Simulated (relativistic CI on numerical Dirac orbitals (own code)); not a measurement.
**Ag⁴⁴⁺: how the levels respond to the fine-structure constant and the nuclear radius**

How sensitive are the low transitions of Ag⁴⁴⁺ to a change of α? Wanted is q = dE/dx with x = (α/α0)² − 1, and the field-shift factor by the mean square nuclear radius, for the lowest 8 levels.

The numbers are computed with relativistic CI on numerical Dirac orbitals (own code) version 2 (Dirac-Coulomb-Breit CI, KLI orbitals optimised for each configuration, derivatives by finite differences), except any that are marked as measured or tabulated.

**1. What is computed**

| Item | Value |
| --- | --- |
| ion | Ag⁴⁴⁺ (Ag XLV) |
| nuclear charge | 47 |
| electrons | 3 |
| isotope | A = 107 |
| first configuration | [He] 2s |

Outer shells as boxes (Hund's rule):

[He] 2s1
```
[He] core
2s [↑ ]
```

**2. Levels and derivatives**

Input settings:

```ini
atom Ag  Z=47  charge=44  electrons=3
nucleus A=107  rms_radius_fm=4.5454
hamiltonian dirac-coulomb  breit=on  qed=off  c_scale=1
orbitals kli  potential=per-configuration
slater_scale 1
correlation none
mixing on
configurations
  [He] 2s
  [He] 2p
  [He] 3s
  [He] 3p
  [He] 3d
end
derivatives alpha2 +-0.01 radius +-1%
```

Before running it: what results should come out? Wanted: lowest level; largest q in size, lowest 8 levels; largest field-shift factor among them.

The runs gave:

```
                             quantity                         value
                         lowest level                      2s 2S1/2
   largest q in size, lowest 8 levels     2.192e+06 cm⁻¹ (3d 2D5/2)
largest field-shift factor among them  -1.9e+03 GHz/fm² (2p 2P°3/2)
```

Among these levels the largest q belongs to 3d 2D5/2, a change of configuration. K = 2q/E, the relative sensitivity of a level, hangs on the computed energy: between configurations that lie close it can be off by a factor of several.
